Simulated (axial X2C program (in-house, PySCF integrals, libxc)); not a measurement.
# Linear GaOH at several levels

The task here is to estimate one member of a computed series from the others.

Computed with an in-house X2C program for linear molecules on PySCF integrals. Level: all-electron X2C, two-component (2c) or spin-free, Ga dyall-v3z, O dyall-av3z, H dyall-v3z.

All values are calculated.

1 further run of the same task is left out (set aside as unsound or not needed).

Set-up of the first run:

The input, task.json:

```json
{"zs": [31, 8, 1], "q": 0, "bas": ["dyall-v3z", "dyall-av3z", "dyall-v3z"], "r0": [1.87, 0.96], "symm": 0, "scan": ["PBE0", "HF", "r2SCAN"], "levels": ["PBE0", "HF", "B3LYP"], "nst": 2}
```

Keys: zs atomic numbers; q charge; bas basis sets; r0 starting distance in Å; symm equal bonds; scan levels of the two-bond scan (MP2 follows by itself at each HF point); levels methods; nst determinants followed.

Launch:

```bash
python solin.py task.json out
```

Masses Ga 68.926, O 15.995, H 1.008 u.

Among the steps run: Scan at PBE0, 2c; Scan at HF, 2c; Scan at r2SCAN, 2c.

One table of the session follows, with a row left open; its other results are not shown here.

| level | r(Ga–O) (Å) | r(O–H) (Å) | lower stretch (cm⁻¹) | upper stretch (cm⁻¹) |
| --- | --- | --- | --- | --- |
| PBE0, 2c | 1.779 | 0.953 | 659.5 | 3969.5 |
| HF, 2c | 1.768 | 0.934 | 685.9 | 4236.1 |
| r2SCAN, 2c | ? | ? | ? | ? |
| MP2, 2c | 1.778 | 0.956 | 663.1 | 3943.5 |
| PBE0, spin-free | 1.778 | 0.953 | 659.6 | 3969.2 |
| HF, spin-free | 1.767 | 0.934 | 686.0 | 4236.0 |
| r2SCAN, spin-free | 1.774 | 0.956 | 665.6 | 3906.4 |
| MP2, spin-free | 1.777 | 0.956 | 663.2 | 3943.3 |

Q: Estimate the row for r2SCAN, 2c from the others.

The run gave: r(Ga–O) (Å): 1.774; r(O–H) (Å): 0.956; lower stretch (cm⁻¹): 665.6; upper stretch (cm⁻¹): 3906.6.

Scans not shown above were run alike.

MP2 freezes inner shells (threshold -2 hartree). The molecule was held linear; bending was not examined, so a bent shape may lie lower.
